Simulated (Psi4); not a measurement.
# A workflow on SnH2O2 (SMILES [OH][Sn][OH])

Wanted: a geometry optimisation (singlet SnH2O2, PBE/def2-SVPD), then a single-point energy (doublet [SnH2O2]+, UPBE/def2-SVPD), then a geometry optimisation (doublet [SnH2O2]+, UPBE/def2-SVPD), then the energy (doublet [SnH2O2]−, UPBE/def2-SVPD), then a geometry optimisation (doublet [SnH2O2]−, UPBE/def2-SVPD) of H2O2Sn. 

Program for the calculation: Psi4 1.11.

### Step 1. The structure to begin with

SnH2O2 has 5 atoms, charge 0, and is taken as a singlet. As SMILES, `[OH][Sn][OH]`. The shape is that of a PBE0-D4/def2-TZVP optimisation. This is one conformer, not always the lowest. The run starts from this shape.

Bond lengths: O1–Sn2 1.987 Å, Sn2–O3 1.966 Å, O1–H4 0.960 Å, O3–H5 0.964 Å. Angles: O1–Sn2–O3 91.9°, Sn2–O1–H4 116.9°, Sn2–O3–H5 111.9°.

### Step 2. A geometry optimisation at PBE/def2-SVPD (density fitting, core potential) (run 1)

Input file input.dat:

```
memory 1600 mb

molecule {
  0 1
  O     -0.984300     0.177800    -0.613800
  Sn    -0.153700    -0.943900     0.800900
  O      1.561800     0.002900     0.636100
  H     -1.901200    -0.005600    -0.831400
  H      1.527200     0.695100    -0.033300
  symmetry c1
}

set globals {
  basis     def2-SVPD
  reference rks
}

result = optimize("pbe")
```

Launch:

```
$ psi4 -n 1 input.dat output.dat
```

output.dat:

```text
[...]
    !!!  WARNING: ECP capability is in beta. Please check occupations closely.  !!!
[...]
  Running in c1 symmetry.
[...]
  Nuclear repulsion =  127.037901285481269
[...]
  Multiplicity = 1
[...]
  Nalpha       = 20
  Nbeta        = 20
[...]
    Number of basis functions: 94
[...]
   @DF-RKS iter   1:  -365.12893351380279   -7.84174e-01   1.29458e-02 DIIS/ADIIS
[...]
    !!!  WARNING: ECP capability is in beta. Please check occupations closely.  !!!
[...]
   @DF-RKS iter   7:  -365.74927951535238   -5.96856e-12   4.43161e-09 DIIS
[...]
    Orbital Energies [Eh]
    ---------------------
    Doubly Occupied:
       1A    -18.756519     2A    -18.751724     3A     -4.909065
       4A     -3.294509     5A     -3.288659     6A     -3.285299
       7A     -0.961658     8A     -0.960622     9A     -0.954161
      10A     -0.951382    11A     -0.947071    12A     -0.859662
      13A     -0.838483    14A     -0.460706    15A     -0.408373
      16A     -0.338053    17A     -0.280850    18A     -0.274111
      19A     -0.250433    20A     -0.240787
[...]
  @DF-RKS Final Energy:  -365.74927951535238
   => Energetics <=
    Nuclear Repulsion Energy =            123.3156515380068754
    One-Electron Energy =                -830.8792041566671287
    Two-Electron Energy =                 377.5776303427159633
    DFT Exchange-Correlation Energy =     -35.7633572394081511
    Empirical Dispersion Energy =           0.0000000000000000
    VV10 Nonlocal Energy =                  0.0000000000000000
    Total Energy =                       -365.7492795153523844
[...]
 Multipole Moments:
 ------------------------------------------------------------------------------------
     Multipole            Electronic (a.u.)      Nuclear  (a.u.)        Total (a.u.)
 ------------------------------------------------------------------------------------
 L = 1.  Multiply by 2.5417464519 to convert [e a0] to [Debye]
 Dipole X            :         -7.4604105            6.5682546           -0.8921558
 Dipole Y            :        -19.8852572           19.2856190           -0.5996382
 Dipole Z            :         15.6308948          -15.4438052            0.1870896
 Magnitude           :                                                    1.0911052
[...]
  -Total Gradient:
     Atom            X                  Y                   Z
    ------   -----------------  -----------------  -----------------
       1        0.000018544970     0.000017301166    -0.000008187440
       2       -0.000006662905    -0.000001967345    -0.000000713464
       3       -0.000023037912    -0.000037607120     0.000025263507
       4       -0.000010254742    -0.000017461553     0.000011811246
       5        0.000017951972    -0.000005857532     0.000013481363
[...]
    Final optimized geometry and variables:
    Molecular point group: c1
    Full point group: C1
    Geometry (in Angstrom), charge = 0, multiplicity = 1:
    O           -0.945013907948     0.922389491987    -1.275103218989
    SN          -0.094990684744    -0.240446222272     0.186966509132
    O            1.673738907440     0.743385767741     0.009925604033
    H           -1.874893333808     0.730569469732    -1.489866012387
    H            1.610659062669     1.438555427340    -0.674486009467
    Psi4 run time: 0:00:49.36
[...]
```

Standard output:

```text
Optimizer: Optimization complete!
```

It took 51 s on 1 thread of AMD EPYC 7R43 (Zen 3), shared host; peak memory 0.54 GiB.

The path in brief:

```csv
step,energy from the first frame kept (eV),largest force (eV/Å)
0,0.0000,1.7856
1,-0.0822,0.3528
2,-0.0868,0.0477
3,-0.0873,0.0207
4,-0.0875,0.0103
5,-0.0875,0.0026
```

After the run. Bond lengths: O1–Sn2 2.052 Å, Sn2–O3 2.032 Å, O1–H4 0.973 Å, O3–H5 0.978 Å. Angles: O1–Sn2–O3 91.4°, Sn2–O1–H4 116.2°, Sn2–O3–H5 110.4°.

### Step 3. The doublet cation: the energy at UPBE/def2-SVPD (density fitting, core potential) (run 2)

Input file run.py:

```python
import psi4

psi4.set_memory(1600000000)
psi4.set_num_threads(1)
psi4.core.set_output_file('h2o2sn.out', False)

m = psi4.geometry("""
1 2
O     -1.90330570     0.39747743    -1.23683520
Sn    -0.29699503    -1.79996413     1.52607668
O      3.04541837     0.05920890     1.19151768
H     -3.66052423     0.03499017    -1.64267656
H      2.92621634     1.37288981    -0.10183167
units bohr
symmetry c1
""")

psi4.set_options({
    'basis': 'def2-SVPD',
    'reference': 'uks',
})

e_tot = psi4.energy('PBE')
print('E =', round(e_tot, 9))
```

Launch:

```
$ python run.py
```

h2o2sn.out:

```text
[...]
    !!!  WARNING: ECP capability is in beta. Please check occupations closely.  !!!
[...]
  Running in c1 symmetry.
[...]
  Nuclear repulsion =  123.315658592440144
[...]
  Multiplicity = 2
[...]
  Nalpha       = 20
  Nbeta        = 19
[...]
    Number of basis functions: 94
[...]
   @DF-UKS iter   1:  -364.99833302025252   -7.47950e-01   1.04574e-02 ADIIS/DIIS
[...]
   @DF-UKS iter  13:  -365.39283189202968   -7.79193e-09   1.02526e-07 DIIS
[...]
   @S^2 Observed:                7.539286110E-01
[...]
    Orbital Energies [Eh]
    ---------------------
    Alpha Occupied:
       1A    -19.025626     2A    -19.011284     3A     -5.186625
       4A     -3.570829     5A     -3.566080     6A     -3.564485
       7A     -1.238856     8A     -1.235866     9A     -1.229830
      10A     -1.228424    11A     -1.225783    12A     -1.118739
      13A     -1.095800    14A     -0.715140    15A     -0.655034
      16A     -0.595700    17A     -0.542115    18A     -0.517842
      19A     -0.509290    20A     -0.493737
    Alpha Virtual:
      21A     -0.342015    22A     -0.278282    23A     -0.244392
      24A     -0.168333    25A     -0.129357    26A     -0.121969
[...]
  @DF-UKS Final Energy:  -365.39283189202968
   => Energetics <=
    Nuclear Repulsion Energy =            123.3156585924401440
    One-Electron Energy =                -820.3886078388402439
    Two-Electron Energy =                 367.1489052349004396
    DFT Exchange-Correlation Energy =     -35.4687878805300159
    Empirical Dispersion Energy =           0.0000000000000000
    VV10 Nonlocal Energy =                  0.0000000000000000
    Total Energy =                       -365.3928318920296761
[...]
 Multipole Moments:
 ------------------------------------------------------------------------------------
     Multipole            Electronic (a.u.)      Nuclear  (a.u.)        Total (a.u.)
 ------------------------------------------------------------------------------------
 L = 1.  Multiply by 2.5417464519 to convert [e a0] to [Debye]
 Dipole X            :         -7.4757416            6.5682518           -0.9074898
 Dipole Y            :        -19.6581666           19.2856220           -0.3725446
 Dipole Z            :         15.4095474          -15.4438064           -0.0342590
 Magnitude           :                                                    0.9815808
[...]
```

The script printed:

```text
E = -365.392831892
```

Run time: 19 s. Hardware: 1 thread of AMD EPYC 7R43 (Zen 3), shared host; peak memory 0.49 GiB.

### Step 4. The doublet cation: a structure relaxation at UPBE/def2-SVPD (density fitting, core potential) (run 3)

Input file job.dat:

```
memory 1600 MB

molecule {
  1 2
  O
  Sn 1 r2
  O 2 r3 1 a3
  H 1 r4 2 a4 3 d4
  H 3 r5 2 a5 1 d5

  r2 = 2.052407
  r3 = 2.031667
  a3 = 91.38215
  r4 = 0.973445
  a4 = 116.17682
  d4 = 179.99857
  r5 = 0.977578
  a5 = 110.43774
  d5 = 0.00093
  symmetry c1
}

set basis def2-SVPD
set reference uks
set geom_maxiter 50

e_tot = optimize('pbe')
```

Launch:

```
$ psi4 -i job.dat -o job.out -n 1
```

job.out:

```text
[...]
    !!!  WARNING: ECP capability is in beta. Please check occupations closely.  !!!
[...]
  Running in c1 symmetry.
[...]
  Nuclear repulsion =  123.315664493791516
[...]
  Multiplicity = 2
[...]
  Nalpha       = 20
  Nbeta        = 19
[...]
    Number of basis functions: 94
[...]
   @DF-UKS iter   1:  -365.02121918439144   -7.15678e-01   1.01452e-02 DIIS/ADIIS
[...]
    !!!  WARNING: ECP capability is in beta. Please check occupations closely.  !!!
[...]
   @DF-UKS iter   8:  -365.39874255966379   -1.87583e-12   5.41781e-09 DIIS
[...]
   @S^2 Observed:                7.536753355E-01
[...]
    Orbital Energies [Eh]
    ---------------------
    Alpha Occupied:
       1A    -19.029749     2A    -19.014224     3A     -5.184266
       4A     -3.568531     5A     -3.565154     6A     -3.560926
       7A     -1.238710     8A     -1.235152     9A     -1.228792
      10A     -1.225494    11A     -1.225309    12A     -1.118034
      13A     -1.098710    14A     -0.725507    15A     -0.664442
      16A     -0.589303    17A     -0.547465    18A     -0.522745
      19A     -0.499819    20A     -0.495524
    Alpha Virtual:
      21A     -0.336958    22A     -0.267020    23A     -0.247429
      24A     -0.166585    25A     -0.136534    26A     -0.121673
[...]
  @DF-UKS Final Energy:  -365.39874255966379
   => Energetics <=
    Nuclear Repulsion Energy =            123.1094862008727659
    One-Electron Energy =                -819.9481432391739872
    Two-Electron Energy =                 366.9141996631637426
    DFT Exchange-Correlation Energy =     -35.4742851845262805
    Empirical Dispersion Energy =           0.0000000000000000
    VV10 Nonlocal Energy =                  0.0000000000000000
    Total Energy =                       -365.3987425596637877
[...]
 Multipole Moments:
 ------------------------------------------------------------------------------------
     Multipole            Electronic (a.u.)      Nuclear  (a.u.)        Total (a.u.)
 ------------------------------------------------------------------------------------
 L = 1.  Multiply by 2.5417464519 to convert [e a0] to [Debye]
 Dipole X            :          0.0016220           -0.0031119           -0.0014899
 Dipole Y            :         16.7524862          -16.0737298            0.6787565
 Dipole Z            :         12.6999535          -13.1901847           -0.4902312
 Magnitude           :                                                    0.8372808
[...]
  -Total Gradient:
     Atom            X                  Y                   Z
    ------   -----------------  -----------------  -----------------
       1        0.000011382872    -0.000051618364    -0.000013873032
       2        0.000005921294    -0.000021258603    -0.000005310813
       3       -0.000008949361    -0.000012300065    -0.000024927120
       4       -0.000011348820    -0.000004426540    -0.000026127828
       5        0.000003012778    -0.000040436211    -0.000021351811
[...]
    Final optimized geometry and variables:
    Molecular point group: c1
    Full point group: C1
    Geometry (in Angstrom), charge = 1, multiplicity = 2:
    O
    SN            1          r2
    O             2          r3      1          a3
    H             1          r4      2          a4      3          d4
    H             3          r5      2          a5      1          d5
    a3        =  110.2251328967
    a4        =  124.9207140561
    a5        =  112.6130524928
    d4        =  179.8144180191
    d5        =    0.0239062775
[...]
```

On the terminal:

```text
Optimizer: Optimization complete!
```

Run time: 2 min. Hardware: 1 thread of AMD EPYC 7R43 (Zen 3), shared host; peak memory 0.55 GiB.

Step by step:

| step | energy from the first frame kept (eV) | largest force (eV/Å) |
| --- | --- | --- |
| 0 | 0.0000 | 1.1735 |
| 1 | -0.1094 | 0.5081 |
| 2 | -0.1502 | 0.1356 |
| 3 | -0.1555 | 0.0552 |
| 4 | -0.1585 | 0.0524 |
| 5 | -0.1603 | 0.0392 |
| 6 | -0.1607 | 0.0270 |
| 7 | -0.1608 | 0.0099 |
| 8 | -0.1608 | 0.0028 |

After the run. Bond lengths: O1–Sn2 2.008 Å, Sn2–O3 2.002 Å, O1–H4 0.983 Å, O3–H5 0.987 Å. Angles: O1–Sn2–O3 110.2°, Sn2–O1–H4 124.9°, Sn2–O3–H5 112.6°.

### Step 5. The doublet anion: the energy at UPBE/def2-SVPD (density fitting, core potential) (run 4)

Input file job.in:

```
memory 1600 mb

molecule system {
  -1 2
  O     -1.007186     0.210336    -0.654505
  Sn    -0.157163    -0.952500     0.807565
  O      1.611566     0.031332     0.630524
  H     -1.937066     0.018516    -0.869267
  H      1.548487     0.726502    -0.053887
  symmetry c1
}

set {
  basis def2-SVPD
  reference uks
}

energy('pbe')
```

Launch:

```
$ psi4 -n 1 job.in job.out
```

job.out:

```text
[...]
    !!!  WARNING: ECP capability is in beta. Please check occupations closely.  !!!
[...]
  Running in c1 symmetry.
[...]
  Nuclear repulsion =  123.315658545530624
[...]
  Multiplicity = 2
[...]
  Nalpha       = 21
  Nbeta        = 20
[...]
    Number of basis functions: 94
[...]
   @DF-UKS iter   1:  -365.00020723823809   -7.04622e-01   1.35471e-02 ADIIS/DIIS
[...]
   @DF-UKS iter  11:  -365.75859754294095   -1.51396e-08   3.05217e-07 DIIS
[...]
   @S^2 Observed:                7.526516772E-01
[...]
    Orbital Energies [Eh]
    ---------------------
    Alpha Occupied:
       1A    -18.553930     2A    -18.548025     3A     -4.666856
       4A     -3.049497     5A     -3.046341     6A     -3.045686
       7A     -0.730388     8A     -0.718063     9A     -0.710633
      10A     -0.709881    11A     -0.707179    12A     -0.657047
      13A     -0.635766    14A     -0.254068    15A     -0.211662
      16A     -0.136406    17A     -0.084070    18A     -0.076324
      19A     -0.053834    20A     -0.036045    21A      0.087847
    Alpha Virtual:
      22A      0.126870    23A      0.139765    24A      0.152477
      25A      0.190882    26A      0.198573    27A      0.221869
[...]
  @DF-UKS Final Energy:  -365.75859754294095
   => Energetics <=
    Nuclear Repulsion Energy =            123.3156585455306242
    One-Electron Energy =                -839.6530417819462855
    Two-Electron Energy =                 386.5647851617097217
    DFT Exchange-Correlation Energy =     -35.9859994682349580
    Empirical Dispersion Energy =           0.0000000000000000
    VV10 Nonlocal Energy =                  0.0000000000000000
    Total Energy =                       -365.7585975429409473
[...]
 Multipole Moments:
 ------------------------------------------------------------------------------------
     Multipole            Electronic (a.u.)      Nuclear  (a.u.)        Total (a.u.)
 ------------------------------------------------------------------------------------
 L = 1.  Multiply by 2.5417464519 to convert [e a0] to [Debye]
 Dipole X            :         -7.2336413            6.5682518           -0.6653895
 Dipole Y            :        -19.5397607           19.2856221           -0.2541386
 Dipole Z            :         15.4007036          -15.4438064           -0.0431028
 Magnitude           :                                                    0.7135737
[...]
```

Wall time 13 s (1 thread of AMD EPYC 7R43 (Zen 3), shared host); peak memory 0.49 GiB.

### Step 6. The doublet anion: a geometry optimisation at UPBE/def2-SVPD (density fitting, core potential) (run 5)

Input file job.py:

```python
import psi4

psi4.set_memory(1600000000)
psi4.set_num_threads(1)
psi4.core.set_output_file('run.log', False)

molecule = psi4.geometry("""
-1 2
O     -1.007186     0.210336    -0.654505
Sn    -0.157163    -0.952500     0.807565
O      1.611566     0.031332     0.630524
H     -1.937066     0.018516    -0.869267
H      1.548487     0.726502    -0.053887
symmetry c1
""")

psi4.set_options({
    'basis': 'def2-SVPD',
    'reference': 'uks',
    'geom_maxiter': 50,
})

energy_value = psi4.optimize('pbe', molecule=molecule)
print('E =', round(energy_value, 9))
print(molecule.to_string(dtype='xyz', units='Angstrom'))
```

Launch:

```
$ python job.py
```

run.log, cut to the lines that bear on the results:

```text
[...]
  Running in c1 symmetry.
[...]
  Nuclear repulsion =  123.315658545530624
[...]
  Multiplicity = 2
[...]
  Nalpha       = 21
  Nbeta        = 20
[...]
    Number of basis functions: 94
[...]
   @DF-UKS iter   1:  -365.00020723823809   -7.04622e-01   1.35471e-02 ADIIS/DIIS
[...]
   @DF-UKS iter   7:  -365.76468221513409   -3.81419e-11   6.44533e-09 DIIS
[...]
   @S^2 Observed:                7.525505162E-01
[...]
  @DF-UKS Final Energy:  -365.76468221513409
   => Energetics <=
    Nuclear Repulsion Energy =            118.5524194345772173
    One-Electron Energy =                -830.0864185469571339
    Two-Electron Energy =                 381.7136281331366376
    DFT Exchange-Correlation Energy =     -35.9443112358908294
    Empirical Dispersion Energy =           0.0000000000000000
    VV10 Nonlocal Energy =                  0.0000000000000000
    Total Energy =                       -365.7646822151340871
[...]
 Multipole Moments:
 ------------------------------------------------------------------------------------
     Multipole            Electronic (a.u.)      Nuclear  (a.u.)        Total (a.u.)
 ------------------------------------------------------------------------------------
 L = 1.  Multiply by 2.5417464519 to convert [e a0] to [Debye]
 Dipole X            :         -8.1090395            7.2753000           -0.8337395
 Dipole Y            :        -21.4433640           20.8230861           -0.6202778
 Dipole Z            :         16.8257118          -16.5947756            0.2309362
 Magnitude           :                                                    1.0645176
[...]
  -Total Gradient:
     Atom            X                  Y                   Z
    ------   -----------------  -----------------  -----------------
       1       -0.000004852994     0.000038954481    -0.000042383791
       2       -0.000061281456    -0.000003958382    -0.000022505592
       3       -0.000022785395     0.000015172030    -0.000024159997
       4       -0.000016683958    -0.000055786778     0.000048439814
       5        0.000015244499     0.000066795889    -0.000055429579
[...]
    Final optimized geometry and variables:
    Molecular point group: c1
    Full point group: C1
    Geometry (in Angstrom), charge = -1, multiplicity = 2:
    O           -0.918352339267     1.014114682944    -1.349977005585
    SN          -0.105799027265    -0.261286667480     0.202034765082
[...]
```

The script printed:

```text
Some dependencies such as QCElemental have not yet finished migration to pydantic v2. If issues are encountered please downgrade pydantic or upgrade QCElemental as appropriate
	Unable to completely converge to displaced geometry.
	RMS(dx):  3.100e-06 	Max(dx):  5.613e-06 	RMS(dq):  3.866e-06
	Previous geometry is closer to target in internal coordinates, so using that one.

	Best geometry has RMS(Delta(q)) = 3.87e-06

	Unable to completely converge to displaced geometry.
	RMS(dx):  9.890e-07 	Max(dx):  1.775e-06 	RMS(dq):  1.199e-06
	Previous geometry is closer to target in internal coordinates, so using that one.

	Best geometry has RMS(Delta(q)) = 1.75e-12

Optimizer: Optimization complete!
E = -365.764682215
5
-1 2 H2O2Sn
O                    -0.918352339267     1.014114682944    -1.349977005585
Sn                   -0.105799027265    -0.261286667480     0.202034765082
O                     1.732704279788     0.805055761248    -0.023465116067
H                    -1.844878377407     0.768531643882    -1.513583677691
H                     1.507564410554     1.445514130677    -0.725221269792
```

Run time: 75 s. Hardware: 1 thread of AMD EPYC 7R43 (Zen 3), shared host; peak memory 0.55 GiB.

Steps, from the record of the run:

```
step  energy from the first frame kept (eV)  largest force (eV/Å)
   0                                 0.0000                2.1240
   1                                -0.1451                0.2813
   2                                -0.1572                0.1499
   3                                -0.1655                0.0268
   4                                -0.1656                0.0093
   5                                -0.1656                0.0045
```

After the run. Bond lengths: O1–Sn2 2.167 Å, Sn2–O3 2.137 Å, O1–H4 0.972 Å, O3–H5 0.976 Å. Angles: O1–Sn2–O3 87.3°, Sn2–O1–H4 109.2°, Sn2–O3–H5 101.8°.

### Step 7. Results

| quantity | value |
| --- | --- |
| run 1, PBE/def2-SVPD: total energy at the end | -365.74928 Eh |
| run 1, PBE/def2-SVPD: dipole moment | 2.77 D |
| run 1, PBE/def2-SVPD: HOMO energy | -6.55 eV |
| run 1, PBE/def2-SVPD: LUMO energy | -2.92 eV |
| run 1, PBE/def2-SVPD: HOMO–LUMO gap | 3.64 eV |
| doublet cation, run 2: total energy | -365.39283 Eh |
| doublet cation, run 2: HOMO energy (highest over α and β) | -13.25 eV |
| doublet cation, run 2: LUMO energy (lowest over α and β) | -12.90 eV |
| doublet cation, run 2: ⟨S²⟩ | 0.754 |
| doublet cation, run 3: total energy at the end | -365.39874 Eh |
| doublet cation, run 3: HOMO energy (highest over α and β) | -13.44 eV |
| doublet cation, run 3: LUMO energy (lowest over α and β) | -12.50 eV |
| doublet cation, run 3: ⟨S²⟩ | 0.754 |
| doublet anion, run 4: total energy | -365.75860 Eh |
| doublet anion, run 4: HOMO energy (highest over α and β) | 2.39 eV |
| doublet anion, run 4: LUMO energy (lowest over α and β) | 3.42 eV |
| doublet anion, run 4: ⟨S²⟩ | 0.753 |
| doublet anion, run 5: total energy at the end | -365.76468 Eh |
| doublet anion, run 5: HOMO energy (highest over α and β) | 2.06 eV |
| doublet anion, run 5: LUMO energy (lowest over α and β) | 3.10 eV |
| doublet anion, run 5: ⟨S²⟩ | 0.753 |
| adiabatic electron affinity (to the doublet anion, no zero-point term) | 0.419 eV |
| adiabatic ionisation energy (to the doublet cation, no zero-point term) | 9.539 eV |

**Reading.** The adiabatic electron affinity (to the doublet anion, no zero-point term) is 0.42 eV (40.4 kJ/mol). The adiabatic ionisation energy (to the doublet cation, no zero-point term) is 9.54 eV (220 kcal/mol). The optimisation (run 1, PBE/def2-SVPD) took 6 steps and changed the energy by -0.088 eV. The optimisation (doublet cation, run 3) took 9 steps and changed the energy by -0.161 eV. The HOMO (doublet anion, run 4) lies at positive energy, 2.39 eV, as semi-local functionals often give for anions; only total energies tell whether the electron is bound. The optimisation (doublet anion, run 5) took 6 steps and changed the energy by -0.166 eV.
